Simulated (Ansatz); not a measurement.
# Platinum, diamond under m-r²SCAN: structure, energy and stiffness

Aim: take platinum in the diamond structure, relax it, solve it on a dense k-mesh, then scale the cell to 7 volumes from 88 to 112 % of the relaxed one and try a fit of the equation of state. The start is ferromagnetic. The k-meshes are 10×10×10 for the relaxation; 16×16×16 for the dense run; 16×16×16 for the volumes.

This is Pt in the diamond structure; at room conditions it is fcc.

Program: Ansatz 0.2.0. Level of theory: DFT m-r2SCAN, plane waves (500 eV) with PAW, scalar-relativistic; PAW files made under PBE, frozen cores solved again for the functional; m-r²SCAN is r²SCAN on the gauge-invariant kinetic-energy density. These are calculated values, not measurements.

## 1. The structure to begin with

Symmetry: Fd-3m, No. 227, cubic system. The conventional cell has a = 5.463 Å, b = 5.463 Å, c = 5.463 Å, α = 90.00°, β = 90.00°, γ = 90.00°. Around Pt (site symmetry -43m) lie 4 Pt at 2.37 Å.

As a file:

```
CELL_PARAMETERS angstrom
0.00000 2.73141 2.73141
2.73141 0.00000 2.73141
2.73141 2.73141 0.00000
ATOMIC_POSITIONS crystal
Pt 0.12500 0.12500 0.12500
Pt 0.87500 0.87500 0.87500
```

Starting moments (μB): +1 ×2.

## 2. Geometry optimisation

Contents of input.yaml:

```yaml
crystal:
  lattice:
    - [0.0, 2.731412573, 2.731412573]
    - [2.731412573, 0.0, 2.731412573]
    - [2.731412573, 2.731412573, 0.0]
  atoms:
    - { symbol: Pt, position: [0.125, 0.125, 0.125], spin: 1.0 }
    - { symbol: Pt, position: [0.875, 0.875, 0.875], spin: 1.0 }
hamiltonian:
  xc: mr2scan
  pseudopotentials:
    kind: paw
    azcp:
      Pt: "pseudopotentials/Pt.paw.azcp"
basis:
  ecutwfc: 500
  fft_grid_basis: typed
kpoints:
  mp_grid: { grid: [10, 10, 10], shift: [0, 0, 0] }
magnetization:
  spin_polarized: true
scf:
  occupations: { method: fermi_dirac, width: 0.05 }
relax:
  max_steps: 60
  f_tol: 0.01
  cell: {}
```

Further steps of the session: The energy on a finer k-mesh; Volume × 0.88; Volume × 0.92; Volume × 0.96; Volume × 1.0; Volume × 1.04; Volume × 1.08; Volume × 1.12.

Q: Predict the outcome of this session. Wanted: space group; conventional cell; volume; shortest distance; gap on the mesh; magnetic state; relative to fcc.

As calculated:

```
                      quantity                                  value
space group (spins left aside)                        Fd-3m (No. 227)
             conventional cell                            a = 5.725 Å
                        volume                         23.460 Å³/atom
             shortest distance                                2.479 Å
               gap on the mesh           none (levels filled in part)
                magnetic state  ferromagnetic, up to 0.34 μB per atom
               relative to fcc                         +1131 meV/atom
```

What this shows: From the guessed start the volume grew by 15.1 % in 5 steps. It lies 1131 meV/atom above the element's reference form at the same level (fcc, from a run of its own), so it is far from stable. It ends ferromagnetic, with up to 0.34 μB per atom. Levels at the Fermi energy are filled in part, as in a metal. The symmetry was held, so the structure may be unstable against distortions that break it.
